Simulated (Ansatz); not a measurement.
# Carbon, hcp under PBEsol: from relaxation to bulk modulus

What does PBEsol give for carbon in the hcp structure? We relax it, solve it on a dense k-mesh, then scale the cell to 7 volumes from 88 to 112 % of the relaxed one and try a fit of the equation of state. Spin polarisation is left out. The k-meshes are 17×17×9 for the relaxation; 34×34×8 for the dense run; 23×23×6 for the volumes.

Computed with Ansatz 0.2.0 (DFT PBEsol, plane waves (420 eV) with PAW, scalar-relativistic; PAW files made under PBE, frozen cores solved again for the functional, unless a step says otherwise).

## Step 1: Starting point

Symmetry: P6_3/mmc, No. 194, hexagonal system. The conventional cell has a = 2.107 Å, b = 2.107 Å, c = 3.441 Å, α = 90.00°, β = 90.00°, γ = 120.00°. C (site symmetry -6m2) has 12 C at 2.11 Å as nearest neighbours.

As a file:

```
C
1.0
     2.10720    0.00000    0.00000
    -1.05360    1.82488    0.00000
     0.00000    0.00000    3.44105
C
2
Cartesian
  0.0000 1.2166 0.8603
  1.0536 0.6083 2.5808
```

## Step 2: Relaxation of the cell

The input, input.yaml:

```yaml
crystal:
  lattice:
    - [2.1071951087, 0.0, 0.0]
    - [-1.0535975543, 1.8248844949, 0.0]
    - [0.0, 0.0, 3.4410496125]
  atoms:
    - { symbol: C, position: [0.3333333333, 0.6666666667, 0.25] }
    - { symbol: C, position: [0.6666666667, 0.3333333333, 0.75] }
hamiltonian:
  xc: pbesol
  pseudopotentials:
    kind: paw
    azcp:
      C: "pseudopotentials/C.paw.azcp"
basis:
  ecutwfc: 420
  fft_grid_basis: typed
kpoints:
  mp_grid: { grid: [17, 17, 9], shift: [0, 0, 0] }
magnetization:
  spin_polarized: false
scf:
  occupations: { method: fermi_dirac, width: 0.1 }
relax:
  max_steps: 60
  f_tol: 0.01
  cell: {}
```

After this run come: The energy on a finer k-mesh; At 88 % of the relaxed volume; At 92 % of the relaxed volume; At 96 % of the relaxed volume; At 100 % of the relaxed volume; At 104 % of the relaxed volume; At 108 % of the relaxed volume; At 112 % of the relaxed volume.

**Question.** What will these runs give? Wanted: space group; conventional cell; volume; shortest distance; gap on the mesh; relative to graphite; V₀, B₀, B₀′.

As calculated:

| quantity | value |
| --- | --- |
| space group (spins left aside) | P6_3/mmc (No. 194) |
| conventional cell | a = 1.709 Å, c = 6.757 Å (c/a = 3.954) |
| volume | 8.547 Å³/atom |
| shortest distance | 1.709 Å |
| gap on the mesh | none (levels filled in part) |
| relative to graphite | +3875 meV/atom |
| V₀, B₀, B₀′ | 8.477 Å³/atom, 147 GPa, 8.1 |

In words: From the guessed start the volume grew by 29.2 % in 45 steps. It lies 3875 meV/atom above the element's reference form at the same level (graphite, from a run of its own), so it is far from stable. Levels at the Fermi energy are filled in part, as in a metal. B₀ comes out at 147 GPa; letting shape and positions relax at each volume could only lower it. The symmetry was held, so the structure may be unstable against distortions that break it.
